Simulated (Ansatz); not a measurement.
# H3 (doublet): from Hartree-Fock to the top rungs at distance H1–H2 along a hydrogen transfer = 0.777 Å, cc-pVQZ

One table from this session's results is given with a row withheld; the runs are named, their logs left out.

The runs use Ansatz 0.2.0, Gaussian basis; cc-pVQZ, core rule «outside noble gas», up to 0 orbitals frozen.

Plan: UHF; CCSD(T) on ROHF; CCSD(T) on UHF; BCCD(T) on ROHF; CISD; CCSDT on ROHF; CCSDT on UHF; CASSCF and NEVPT2, 3 electrons in 3 orbitals; Full CI.

11 further runs of the same task are left out: 3 that didn't finish, 8 set aside as unsound or not needed.

**The system**

The geometry derives from fragments relaxed apart (PBE0/def2-TZVP) and kept rigid, so it is no stationary point. A hydrogen atom is moved between rigid fragments.

3 atoms, charge 0, spin multiplicity 2.

Atoms are counted from 1 here; the program's logs count them from 0.

Bond lengths: H1–H2 0.777 Å.

The first run:

File in.yaml:

```yaml
crystal:
  periodic: [false, false, false]
  atoms:
    - {symbol: H, position_ang: [0.000000, 0.000000, -0.829667]}
    - {symbol: H, position_ang: [0.000000, 0.000000, -0.052667]}
    - {symbol: H, position_ang: [0.000000, 0.000000, 0.882333]}
basis:
  gaussian: {orbitals: cc-pVQZ}
magnetization: {spin_polarized: true, initial_magnetization: 1}
hamiltonian: {xc: hf}
output: {orbitals: {seedname: orbitals}}
```

On the command line:

```
$ ansatz run in.yaml --threads 1 --pin off --events-out ev --progress --plain --max-ram 2393MiB
```

Steps of the session up to this table: UHF; CCSD(T) on ROHF; CCSD(T) on UHF; BCCD(T) on ROHF; CISD; CCSDT on ROHF; CCSDT on UHF; CASSCF and NEVPT2, 3 electrons in 3 orbitals; Full CI.

One of the session's tables, all rows but one given; the rest of the session is left out.

```
        method  from FCI (meV)
          ROHF         +1628.3
           UHF         +1425.4
          RMP2          +298.0
          UMP2          +301.4
          CISD           +17.0
         RCCSD           +18.5
         UCCSD           +15.7
      RCCSD(T)            +2.9
      UCCSD(T)            +2.9
       BCCD(T)            +2.8
        RCCSDT             0.0
        UCCSDT             0.0
CASSCF valence          +972.5
NEVPT2 valence               ?
           FCI               0
```

**Question.** Estimate the row for NEVPT2 valence.

The run gave: from FCI (meV): +240.3. In the column «from FCI (meV)» it lies between RCCSD (+18.5) and RMP2 (+298.0).

Caveats from the session: Restricted and unrestricted rows rest on different reference determinants; where their highest levels disagree by more than a few hundredths of an eV, they describe different states and don't form one ladder.
